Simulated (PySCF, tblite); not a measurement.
# C₅H₁₃NSi: a rotation path, then NMR shifts on frames, part 2 of 2

tblite 0.8.0 and PySCF 2.14.0. Atoms count from 0.

## 5. Nuclear shieldings: image 4, PBE0/pcSseg-1

The job: settings as JSON, then the geometry in Å.

```
{"job": {"kind": "nmr", "xc": "PBE0", "basis": "pcSseg-1", "pop": false}, "charge": 0, "multiplicity": 1}
C     -2.343300     0.539400     0.857400
C     -1.609100     0.342900    -0.229800
C     -2.130700    -0.535700    -1.328300
Si     0.073800     1.190500    -0.443600
N      1.386200     0.081200    -0.302900
C      1.279000    -1.322100    -0.609400
C      2.590800     0.388300     0.424800
H     -2.020900     1.185700     1.656000
H     -3.306200     0.066900     0.993300
H     -3.074900    -0.999000    -1.045800
H     -2.284200     0.048900    -2.234500
H     -1.425500    -1.328200    -1.569600
H      0.117700     1.853300    -1.762200
H      0.227100     2.189500     0.619200
H      1.053400    -1.918700     0.283400
H      0.497300    -1.484700    -1.343500
H      2.219400    -1.686200    -1.034000
H      2.700400     1.463500     0.528000
H      2.584100    -0.064100     1.424100
H      3.460400    -0.000800    -0.114900
```

Level: GIAO PBE0/pcSseg-1 NMR shielding, non-relativistic, gas phase.

What it wrote:

```text
coarse grid: 16176 points
cycle   1  E = -542.0111891461  dE =  5.644e-01  |g| = 4.502e-01  |ddm| = 3.845e+00
cycle   2  E = -541.9926558727  dE =  1.853e-02  |g| = 5.396e-01  |ddm| = 1.017e+00
cycle   3  E = -542.0632790376  dE = -7.062e-02  |g| = 7.367e-02  |ddm| = 6.193e-01
cycle   4  E = -542.0641933142  dE = -9.143e-04  |g| = 3.156e-02  |ddm| = 8.948e-02
cycle   5  E = -542.0644134066  dE = -2.201e-04  |g| = 6.624e-03  |ddm| = 3.148e-02
cycle   6  E = -542.0644220545  dE = -8.648e-06  |g| = 3.468e-03  |ddm| = 8.630e-03
cycle   7  E = -542.0644250436  dE = -2.989e-06  |g| = 4.535e-04  |ddm| = 3.033e-03
final grid: 148800 points
cycle   8  E = -542.1048888344  dE = -3.493e-05  |g| = 8.893e-03  |ddm| = 2.607e-02
cycle   9  E = -542.1048812588  dE =  7.576e-06  |g| = 1.048e-02  |ddm| = 1.820e-02
cycle  10  E = -542.1049092310  dE = -2.797e-05  |g| = 1.283e-03  |ddm| = 1.037e-02
cycle  11  E = -542.1049095842  dE = -3.532e-07  |g| = 2.802e-04  |ddm| = 1.226e-03
cycle  12  E = -542.1049096019  dE = -1.775e-08  |g| = 9.142e-05  |ddm| = 3.040e-04
cycle  13  E = -542.1049096037  dE = -1.785e-09  |g| = 3.438e-05  |ddm| = 1.051e-04
cycle  14  E = -542.1049096040  dE = -2.634e-10  |g| = 6.590e-06  |ddm| = 3.680e-05
converged SCF energy = -542.1049096040

GIAO shielding tensors (ppm)
atom      isotropic    diamagn.    paramagn.     s11        s22        s33       span
  0 C       50.531     253.783    -203.252    -61.232     71.799    141.026    202.259
  1 C       34.661     264.637    -229.976    -84.388      9.532    178.839    263.227
  2 C      157.766     247.207     -89.441    141.911    147.902    183.485     41.574
  3 Si     377.702     883.752    -506.051    341.534    373.147    418.424     76.890
  4 N      263.940     329.888     -65.948    219.221    278.440    294.159     74.938
  5 C      146.471     246.934    -100.463    122.114    133.989    183.310     61.197
  6 C      143.431     242.848     -99.417    114.957    130.414    184.923     69.967
  7 H       26.059      32.996      -6.937     22.913     24.580     30.683      7.770
  8 H       25.656      31.309      -5.654     22.460     25.247     29.260      6.800
  9 H       29.757      30.029      -0.271     26.360     28.308     34.605      8.245
 10 H       29.479      28.835       0.644     26.006     27.537     34.895      8.889
 11 H       29.197      31.544      -2.347     24.187     29.996     33.407      9.220
 12 H       26.573      30.911      -4.337     23.156     24.904     31.660      8.505
 13 H       26.938      32.683      -5.745     23.779     26.015     31.020      7.241
 14 H       29.052      31.892      -2.840     24.803     27.029     35.325     10.522
 15 H       28.691      32.637      -3.946     23.073     28.690     34.310     11.237
 16 H       29.472      30.286      -0.814     25.419     27.008     35.988     10.569
 17 H       28.890      29.462      -0.572     24.309     27.062     35.299     10.990
 18 H       28.932      29.659      -0.727     24.114     26.818     35.863     11.749
 19 H       29.391      28.353       1.038     24.957     27.098     36.120     11.163
```

Wall time 28 s (1 thread of Arm Neoverse V1, shared host); peak memory 0.86 GiB.

Key values: δ C1 152.3, C0 136.4, C6 43.5, C5 40.5, H8 6.06, H7 5.66 ppm.

## 6. Nuclear shieldings: image 6, PBE0/pcSseg-1

The job: settings as JSON, then the geometry in Å.

```
{"job": {"kind": "nmr", "xc": "PBE0", "basis": "pcSseg-1", "pop": false}, "charge": 0, "multiplicity": 1}
C     -2.287300     0.783800     0.905500
C     -1.573100     0.415500    -0.150200
C     -2.034700    -0.724500    -1.012000
Si     0.079000     1.232200    -0.613200
N      1.432100     0.170800    -0.443300
C      1.411100    -1.122400    -1.077400
C      2.314000     0.199700     0.695800
H     -1.991200     1.604900     1.536500
H     -3.206100     0.284600     1.179600
H     -2.955700    -1.163300    -0.631700
H     -2.206300    -0.379300    -2.031100
H     -1.275500    -1.502500    -1.055100
H      0.040400     1.616800    -2.032000
H      0.347500     2.367900     0.266800
H      0.995100    -1.893600    -0.414300
H      0.812600    -1.076800    -1.983700
H      2.426700    -1.426100    -1.346700
H      2.384800     1.213500     1.079200
H      1.969900    -0.459400     1.503100
H      3.311700    -0.131200     0.392000
```

Method: GIAO PBE0/pcSseg-1 NMR shielding, non-relativistic, gas phase.

What it wrote:

```text
coarse grid: 16176 points
cycle   1  E = -542.0138666861  dE =  5.577e-01  |g| = 4.511e-01  |ddm| = 3.839e+00
cycle   2  E = -541.9962572989  dE =  1.761e-02  |g| = 5.365e-01  |ddm| = 9.606e-01
cycle   3  E = -542.0664463973  dE = -7.019e-02  |g| = 7.488e-02  |ddm| = 5.697e-01
cycle   4  E = -542.0673862253  dE = -9.398e-04  |g| = 3.194e-02  |ddm| = 8.492e-02
cycle   5  E = -542.0676143877  dE = -2.282e-04  |g| = 6.535e-03  |ddm| = 3.217e-02
cycle   6  E = -542.0676232069  dE = -8.819e-06  |g| = 3.137e-03  |ddm| = 8.417e-03
final grid: 148800 points
cycle   7  E = -542.1075200005  dE = -3.952e-05  |g| = 1.053e-02  |ddm| = 3.118e-02
cycle   8  E = -542.1074975293  dE =  2.247e-05  |g| = 1.426e-02  |ddm| = 2.058e-02
cycle   9  E = -542.1075471835  dE = -4.965e-05  |g| = 1.985e-03  |ddm| = 1.226e-02
cycle  10  E = -542.1075481609  dE = -9.773e-07  |g| = 2.724e-04  |ddm| = 1.801e-03
cycle  11  E = -542.1075481758  dE = -1.493e-08  |g| = 1.311e-04  |ddm| = 3.508e-04
cycle  12  E = -542.1075481792  dE = -3.392e-09  |g| = 3.681e-05  |ddm| = 1.236e-04
cycle  13  E = -542.1075481795  dE = -3.010e-10  |g| = 6.045e-06  |ddm| = 4.409e-05
converged SCF energy = -542.1075481795

GIAO shielding tensors (ppm)
atom      isotropic    diamagn.    paramagn.     s11        s22        s33       span
  0 C       53.935     253.609    -199.674    -56.612     74.565    143.852    200.464
  1 C       33.059     266.159    -233.100    -84.553      7.724    176.005    260.557
  2 C      157.849     248.296     -90.448    143.108    147.104    183.334     40.226
  3 Si     373.082     883.523    -510.442    342.145    361.452    415.650     73.505
  4 N      249.320     328.786     -79.466    224.599    253.513    269.847     45.249
  5 C      143.997     247.196    -103.199    121.194    132.732    178.065     56.871
  6 C      143.033     244.925    -101.892    118.882    124.993    185.225     66.344
  7 H       26.268      32.667      -6.399     23.056     24.880     30.867      7.811
  8 H       25.837      31.336      -5.499     22.693     25.391     29.429      6.736
  9 H       29.817      30.608      -0.791     26.437     28.268     34.747      8.309
 10 H       29.553      29.615      -0.062     26.131     27.938     34.590      8.459
 11 H       29.413      32.465      -3.052     24.577     29.930     33.733      9.156
 12 H       26.707      31.075      -4.368     23.244     25.342     31.536      8.292
 13 H       27.074      32.388      -5.313     23.798     26.185     31.240      7.442
 14 H       29.113      32.011      -2.898     24.478     28.005     34.856     10.379
 15 H       28.769      31.589      -2.820     24.653     27.674     33.979      9.326
 16 H       29.208      29.639      -0.431     24.737     26.914     35.971     11.234
 17 H       28.790      30.332      -1.541     24.177     27.123     35.071     10.894
 18 H       29.040      31.039      -1.999     24.330     27.362     35.427     11.097
 19 H       29.255      28.848       0.407     25.014     26.694     36.057     11.044
```

Wall time 28 s (1 thread of Arm Neoverse V1, shared host); peak memory 0.86 GiB.

In short: δ C1 153.9, C0 133.0, C6 43.9, C5 42.9, H8 5.88, H7 5.45 ppm.

## 7. Shielding tensors: image 8, PBE0/pcSseg-1

The job: settings as JSON, then the geometry in Å.

```
{"job": {"kind": "nmr", "xc": "PBE0", "basis": "pcSseg-1", "pop": false}, "charge": 0, "multiplicity": 1}
C     -2.257600     1.017300     0.924700
C     -1.584600     0.459500    -0.073000
C     -2.083300    -0.798400    -0.723200
Si     0.056600     1.161500    -0.726100
N      1.433900     0.148000    -0.497500
C      1.734200    -0.952000    -1.376400
C      2.028900    -0.017100     0.804100
H     -1.916400     1.919500     1.404400
H     -3.182600     0.604100     1.301600
H     -3.021900    -1.131800    -0.283300
H     -2.233900    -0.633100    -1.789300
H     -1.345300    -1.592900    -0.616700
H     -0.040000     1.330500    -2.179500
H      0.367400     2.401500    -0.012400
H      1.344300    -1.904100    -0.992700
H      1.300100    -0.770300    -2.355700
H      2.818400    -1.055300    -1.486100
H      1.831500     0.862000     1.411300
H      1.633200    -0.896900     1.327800
H      3.111800    -0.141300     0.705700
```

Method: GIAO PBE0/pcSseg-1 NMR shielding, non-relativistic, gas phase.

What it wrote:

```text
coarse grid: 16176 points
cycle   1  E = -542.0178450830  dE =  5.506e-01  |g| = 4.488e-01  |ddm| = 3.845e+00
cycle   2  E = -542.0009493035  dE =  1.690e-02  |g| = 5.315e-01  |ddm| = 9.430e-01
cycle   3  E = -542.0701260695  dE = -6.918e-02  |g| = 7.417e-02  |ddm| = 5.509e-01
cycle   4  E = -542.0710440532  dE = -9.180e-04  |g| = 3.182e-02  |ddm| = 8.139e-02
cycle   5  E = -542.0712707121  dE = -2.267e-04  |g| = 6.291e-03  |ddm| = 3.203e-02
cycle   6  E = -542.0712792317  dE = -8.520e-06  |g| = 2.762e-03  |ddm| = 8.206e-03
final grid: 148800 points
cycle   7  E = -542.1107930958  dE = -3.010e-05  |g| = 9.463e-03  |ddm| = 2.776e-02
cycle   8  E = -542.1107770812  dE =  1.601e-05  |g| = 1.250e-02  |ddm| = 1.802e-02
cycle   9  E = -542.1108151632  dE = -3.808e-05  |g| = 1.735e-03  |ddm| = 1.069e-02
cycle  10  E = -542.1108159034  dE = -7.402e-07  |g| = 2.299e-04  |ddm| = 1.614e-03
cycle  11  E = -542.1108159142  dE = -1.075e-08  |g| = 1.077e-04  |ddm| = 2.812e-04
cycle  12  E = -542.1108159164  dE = -2.297e-09  |g| = 2.983e-05  |ddm| = 9.402e-05
cycle  13  E = -542.1108159167  dE = -2.077e-10  |g| = 5.853e-06  |ddm| = 3.910e-05
converged SCF energy = -542.1108159167

GIAO shielding tensors (ppm)
atom      isotropic    diamagn.    paramagn.     s11        s22        s33       span
  0 C       53.656     253.453    -199.797    -58.309     73.418    145.859    204.167
  1 C       31.657     266.387    -234.730    -83.982      5.386    173.566    257.548
  2 C      159.216     248.285     -89.070    145.001    148.047    184.599     39.599
  3 Si     370.760     883.475    -512.715    343.107    355.457    413.715     70.608
  4 N      243.690     328.620     -84.930    226.733    245.441    258.895     32.161
  5 C      143.325     245.379    -102.053    120.416    125.760    183.800     63.384
  6 C      145.296     246.354    -101.058    122.704    128.454    184.730     62.026
  7 H       26.211      32.609      -6.398     22.905     25.020     30.709      7.804
  8 H       25.826      31.232      -5.406     22.609     25.434     29.436      6.827
  9 H       29.830      30.614      -0.784     26.372     28.256     34.861      8.488
 10 H       29.651      29.961      -0.309     26.049     28.388     34.516      8.468
 11 H       29.738      32.398      -2.661     25.403     30.021     33.788      8.385
 12 H       26.886      31.613      -4.727     23.817     25.706     31.134      7.317
 13 H       26.993      32.169      -5.176     23.146     26.147     31.687      8.540
 14 H       29.065      30.942      -1.876     24.191     27.901     35.105     10.913
 15 H       28.638      30.529      -1.890     24.697     27.084     34.135      9.438
 16 H       29.069      28.728       0.341     24.503     26.633     36.071     11.567
 17 H       28.873      31.466      -2.593     24.398     27.450     34.771     10.373
 18 H       29.224      31.748      -2.524     24.563     27.786     35.323     10.760
 19 H       29.185      29.356      -0.172     24.878     26.537     36.139     11.261
```

Wall time 28 s (1 thread of Arm Neoverse V1, shared host); peak memory 0.88 GiB.

This run: δ C1 155.3, C0 133.3, C5 43.6, C6 41.6, H8 5.89, H7 5.51 ppm.

## 8. Side by side: NMR shifts

Shifts (ppm) of some atoms, chosen among heavy atoms and hydrogens apart, with basis size and wall time:

```csv
frame,C1,C0,C5,H11,H14,Si3,N4,functions,time
image 0,153.6,137.3,39.5,2.24,2.23,-25.2,14.9,191,37 s
image 2,151.7,138.5,40.5,2.29,2.26,-29.7,2.0,191,28 s
image 4,152.3,136.4,40.5,2.52,2.66,-28.5,3.8,191,28 s
image 6,153.9,133.0,42.9,2.30,2.60,-23.9,18.4,191,28 s
image 8,155.3,133.3,43.6,1.98,2.65,-21.6,24.0,191,28 s
```

## 9. What came out

What follows sums up all 2 parts.

| quantity | value |
| --- | --- |
| barrier | 0.167 eV (3.8 kcal/mol) at image 4 |
| end to end (GFN2-xTB) | 0.065 eV |
| 13C shifts against TMS (PBE0/pcSseg-1, image 0) | 153.6, 137.3, 42.1, 39.5, 26.5 ppm |
| 1H shifts against TMS (PBE0/pcSseg-1, image 0) | 6.18, 5.80, 4.85, 4.81, 2.90, 2.83, 2.61, 2.52, 2.36, 2.24, 2.23, 2.08, 1.88 ppm |
| 29Si shifts against TMS (PBE0/pcSseg-1, image 0) | -25.2 ppm |
| 15N shifts against NH3 (PBE0/pcSseg-1, image 0) | 14.9 ppm |
| surface potential, 1st and 99th percentile | -0.68 V and 0.66 V |
| range of the shift of N4 | 2.0 to 24.0 ppm |

Along the band the dihedral turns by 126°, and the top (dihedral 27°) lies 3.8 kcal/mol above the start (GFN2-xTB, rough), so at room temperature this motion is fast. The top was not checked by a frequency run. Shifts at one fixed geometry are not the observed spectrum, which averages over the motion. In the first frame run (image 0): The widest tensor belongs to C1: span 259 ppm, with a paramagnetic part of -231 ppm. In ppm, N4 moves most: its shift spreads over 22.0 ppm, from 2.0 (image 2) to 24.0 (image 8).
